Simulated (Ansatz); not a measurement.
## TaN, space group P-6m2: an equation of state with a fit, step by step

With the Python package of Ansatz (0.2.0).

Run as a notebook:

```python
import warnings

import ansatz as az
import numpy as np
from pymatgen.analysis.eos import EOS

VECTORS = np.array([
    [2.938, 0.0, 0.0],
    [-1.469, 2.544383, 0.0],
    [0.0, 0.0, 2.883],
])
SITES = [
    ("Ta", (1 / 3, 2 / 3, 0.5)),
    ("N", (0.0, 0.0, 0.0)),
]
```

```python
def on_lattice(cell):
    crystal = az.Crystal(lattice=az.Lattice.of(cell))
    for symbol, position in SITES:
        crystal = crystal.atom(symbol, position)
    return crystal
```

```python
warnings.simplefilter("ignore", az.DeckWarning)
```

```python
# uniform scaling of the cell
volumes, energies = [], []
for scale in np.linspace(0.94, 1.06, 7):
    cell = VECTORS * scale ** (1 / 3)
    base = (
        on_lattice(cell).calculation()
        .functional("r2SCAN")
        .occupations("fermi_dirac")
        .basis(600)
        .kpoints(11, 11, 10)
    )
    r = base.run(threads=1, backend="cpu").report
    volumes.append(abs(np.linalg.det(cell)) / len(SITES))
    energies.append(r["free_energy_ev"] / len(SITES))
    print(f"V = {volumes[-1]:8.4f} A^3/atom  F = {energies[-1]:.5f} eV/atom")
```

    V =  10.1292 A^3/atom  F = -5165.85651 eV/atom
    V =  10.3448 A^3/atom  F = -5165.88393 eV/atom
    V =  10.5603 A^3/atom  F = -5165.89938 eV/atom
    V =  10.7758 A^3/atom  F = -5165.90406 eV/atom
    V =  10.9913 A^3/atom  F = -5165.89906 eV/atom
    V =  11.2068 A^3/atom  F = -5165.88535 eV/atom
    V =  11.4223 A^3/atom  F = -5165.86380 eV/atom

```python
for form in ["vinet", "pourier_tarantola"]:
    fit = EOS(eos_name=form).fit(volumes, energies)
    print(f"{form:18s} V0 {fit.v0:8.4f} A^3/atom  B0 {fit.b0_GPa:7.1f} GPa  B1 {fit.b1:5.2f}")
```

    vinet              V0  10.7684 A^3/atom  B0   360.8 GPa  B1  4.30
    pourier_tarantola  V0  10.7684 A^3/atom  B0   361.0 GPa  B1  4.30

A third-order Birch-Murnaghan fit through the 7 points has its minimum at 10.77 Å³ an atom, 0.1 % below the typed cell, with a bulk modulus of 361 GPa and dB/dP = 4.3. From that minimum the energy rises by 47.6 meV an atom on the compressed side and 40.3 meV on the expanded side.

Notes:
- Total energies depend on the potentials; only differences at equal settings carry meaning.
- The run is spin-unpolarised.
- Shape and fractional positions are held along the curve, so the bulk modulus is an upper value where they are free to relax.
- For a metal this k-point mesh is coarse: on a finer one energies can move by several to tens of meV an atom and pressures by half a GPa or more, differences at one mesh by less.
- Spin-orbit coupling, which matters for elements this heavy, is left out.
- The structure is a deposited one; some such entries were measured under pressure or heat, so a shift against it needn't be the functional's error alone.
- Timing: 43 s on 1 thread of Arm Neoverse V2, on a shared host, peak memory 0.53 GiB.
